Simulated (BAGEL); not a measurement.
# C3H3Se− (SMILES C#CC[Se-]) at HF/3-21G (density fitting with qzvpp-jkfit)

What is the energy change on altering one bond length of C3H3Se− at HF/3-21G (density fitting with qzvpp-jkfit)? 

Program for the calculation: BAGEL 1.2.2.

4 further runs of the same task are left out: 4 that didn't finish. Runs told in other sessions of the task aren't counted.

## (1) The molecule

The species is C3H3Se− (7 atoms), meant as a singlet with charge -1. SMILES: `C#CC[Se-]`. The shape comes from GFN2-xTB, which is rough for such elements, and wasn't checked as a minimum.

Bond lengths: C1–C2 1.199 Å, C2–C3 1.432 Å, C3–Se4 1.983 Å, C1–H5 1.050 Å, C3–H6 1.093 Å, C3–H7 1.093 Å. Angles: C1–C2–C3 177.8°, C2–C3–Se4 112.8°, C2–C1–H5 179.5°, C2–C3–H6 110.8°, C2–C3–H7 110.7°, Se4–C3–H6 106.2°, Se4–C3–H7 106.2°, H6–C3–H7 110.0°.

## (2) A single-point energy at HF/3-21G (density fitting with qzvpp-jkfit)

input.json

```json
{ "bagel" : [

{
  "title" : "molecule",
  "basis" : "3-21g",
  "df_basis" : "qzvpp-jkfit",
  "angstrom" : "true",
  "geometry" : [
    { "atom" : "C", "xyz" : [      -1.358030,       0.839390,      -0.709270 ] },
    { "atom" : "C", "xyz" : [      -0.370480,       0.358250,      -0.229680 ] },
    { "atom" : "C", "xyz" : [       0.782820,      -0.263250,       0.348340 ] },
    { "atom" : "Se", "xyz" : [       0.496370,      -2.181700,       0.761930 ] },
    { "atom" : "H", "xyz" : [      -2.228230,       1.253620,      -1.125000 ] },
    { "atom" : "H", "xyz" : [       1.630640,      -0.223050,      -0.340380 ] },
    { "atom" : "H", "xyz" : [       1.046910,       0.216750,       1.294060 ] }
  ]
},

{ "title" : "hf", "charge" : -1 },

{ "title" : "print", "file" : "orbitals.molden", "orbitals" : "true" }

]}
```

On the command line:

```console
$ BAGEL_NUM_THREADS=1 BAGEL input.json > input.out
```

Output:

```text
* using 1 threads per process

  ===============================================================
  ===============================================================

  *** Geometry ***

  { "atom" : "C", "xyz" : [     -2.566305,      1.586217,     -1.340326 ] },
  { "atom" : "C", "xyz" : [     -0.700106,      0.676994,     -0.434032 ] },
  { "atom" : "C", "xyz" : [      1.479315,     -0.497470,      0.658267 ] },
  { "atom" : "Se", "xyz" : [      0.938003,     -4.122815,      1.439839 ] },
  { "atom" : "H", "xyz" : [     -4.210744,      2.368998,     -2.125942 ] },
  { "atom" : "H", "xyz" : [      3.081463,     -0.421503,     -0.643225 ] },
  { "atom" : "H", "xyz" : [      1.978373,      0.409598,      2.445419 ] },

  Number of auxiliary basis functions:      545

  Since a DF basis is specified, we compute 2- and 3-index integrals:
    o Being stored without compression. Storage requirement is 0.013 GB

  Number of basis functions:       55
  Number of electrons      :       55

    * METHOD: MOLECULE                             0.25

  *** RHF ***

  === Nuclear Repulsion ===
   191.4803937926

      * DIIS with orbital gradients will be used.

  === RHF iteration (3-21g) ===
      0      -2503.06044094          0.01358885           0.07
      1      -2503.12946954          0.00327227           0.06
      2      -2503.13371825          0.00104116           0.06
      3      -2503.13415464          0.00039108           0.06
      4      -2503.13420069          0.00012375           0.06
      5      -2503.13421007          0.00005041           0.06
      6      -2503.13421197          0.00002402           0.06
      7      -2503.13421252          0.00000992           0.06
      8      -2503.13421264          0.00000387           0.06
      9      -2503.13421265          0.00000129           0.06
     10      -2503.13421266          0.00000065           0.06
     11      -2503.13421266          0.00000025           0.06
     12      -2503.13421266          0.00000008           0.06
     13      -2503.13421266          0.00000004           0.06
     14      -2503.13421266          0.00000002           0.06
     15      -2503.13421266          0.00000000           0.06
    * SCF iteration converged.

    * Permanent dipole moment:
           (    0.003208,    -1.003788,     0.268260) a.u.

    * METHOD: HF                                   1.15

    * METHOD: PRINT                                0.01

  ===============================================================
```

It took 1.5 s on 1 thread of Arm Neoverse V1, shared host; peak memory 0.099 GiB.

## (3) The distorted shape, same level

calc.json

```json
{ "bagel": [

{
  "title": "molecule",
  "basis": "3-21g",
  "df_basis": "qzvpp-jkfit",
  "angstrom": true,
  "geometry": [
    { "atom": "C", "xyz": [      -1.437250,       0.695403,      -0.992961 ] },
    { "atom": "C", "xyz": [      -0.449700,       0.214263,      -0.513371 ] },
    { "atom": "C", "xyz": [       0.703600,      -0.407237,       0.064649 ] },
    { "atom": "Se", "xyz": [       0.417150,      -2.325687,       0.478239 ] },
    { "atom": "H", "xyz": [      -2.307450,       1.109633,      -1.408691 ] },
    { "atom": "H", "xyz": [       1.551420,      -0.367037,      -0.624071 ] },
    { "atom": "H", "xyz": [       1.046910,       0.216750,       1.294060 ] }
  ]
},

{ "title": "hf", "charge": -1 },

{ "title": "print", "file": "orbitals.molden", "orbitals": true }

]}
```

On the command line:

```console
$ BAGEL_NUM_THREADS=1 BAGEL calc.json > calc.out
```

Output:

```text
* using 1 threads per process

  ===============================================================
  ===============================================================

  *** Geometry ***

  { "atom" : "C", "xyz" : [     -2.716009,      1.314121,     -1.876424 ] },
  { "atom" : "C", "xyz" : [     -0.849810,      0.404898,     -0.970131 ] },
  { "atom" : "C", "xyz" : [      1.329611,     -0.769566,      0.122169 ] },
  { "atom" : "Se", "xyz" : [      0.788299,     -4.394911,      0.903741 ] },
  { "atom" : "H", "xyz" : [     -4.360449,      2.096902,     -2.662040 ] },
  { "atom" : "H", "xyz" : [      2.931759,     -0.693599,     -1.179323 ] },
  { "atom" : "H", "xyz" : [      1.978373,      0.409598,      2.445419 ] },

  Number of auxiliary basis functions:      545

  Since a DF basis is specified, we compute 2- and 3-index integrals:
    o Being stored without compression. Storage requirement is 0.013 GB

  Number of basis functions:       55
  Number of electrons      :       55

    * METHOD: MOLECULE                             0.25

  *** RHF ***

  === Nuclear Repulsion ===
   189.9438500301

      * DIIS with orbital gradients will be used.

  === RHF iteration (3-21g) ===
      0      -2503.01342408          0.01385955           0.06
      1      -2503.08721890          0.00373504           0.06
      2      -2503.09247892          0.00137041           0.06
      3      -2503.09316625          0.00059467           0.06
      4      -2503.09327021          0.00015194           0.06
      5      -2503.09328709          0.00006152           0.06
      6      -2503.09329019          0.00002911           0.06
      7      -2503.09329101          0.00001136           0.06
      8      -2503.09329116          0.00000500           0.06
      9      -2503.09329119          0.00000201           0.06
     10      -2503.09329119          0.00000116           0.06
     11      -2503.09329119          0.00000038           0.06
     12      -2503.09329119          0.00000012           0.06
     13      -2503.09329119          0.00000006           0.06
     14      -2503.09329119          0.00000002           0.06
     15      -2503.09329119          0.00000001           0.06
    * SCF iteration converged.

    * Permanent dipole moment:
           (    0.090751,    -0.863297,     0.418887) a.u.

    * METHOD: HF                                   1.12

    * METHOD: PRINT                                0.01

  ===============================================================
```

Run time: 1.5 s. Hardware: 1 thread of Arm Neoverse V1, shared host; peak memory 0.099 GiB.

## (4) Outcome

Level: HF/3-21G (density fitting with qzvpp-jkfit).

```
                                                              quantity           value
                                             first shape: total energy  -2503.13421 Eh
                                              first shape: HOMO energy        -1.58 eV
                                              first shape: LUMO energy        10.04 eV
    first shape: HOMO–LUMO gap (to an unbound level, set by the basis)        11.62 eV
                                         distorted shape: total energy  -2503.09329 Eh
                                          distorted shape: HOMO energy        -1.62 eV
                                          distorted shape: LUMO energy         9.40 eV
distorted shape: HOMO–LUMO gap (to an unbound level, set by the basis)        11.02 eV
     energy change with the C3–H7 bond stretched from 1.093 to 1.421 Å        1.114 eV
```

What this shows: With the C3–H7 bond stretched from 1.093 to 1.421 Å the energy rises by 1.11 eV (107 kJ/mol). The first shape isn't relaxed at this level, so the change isn't measured from a minimum.
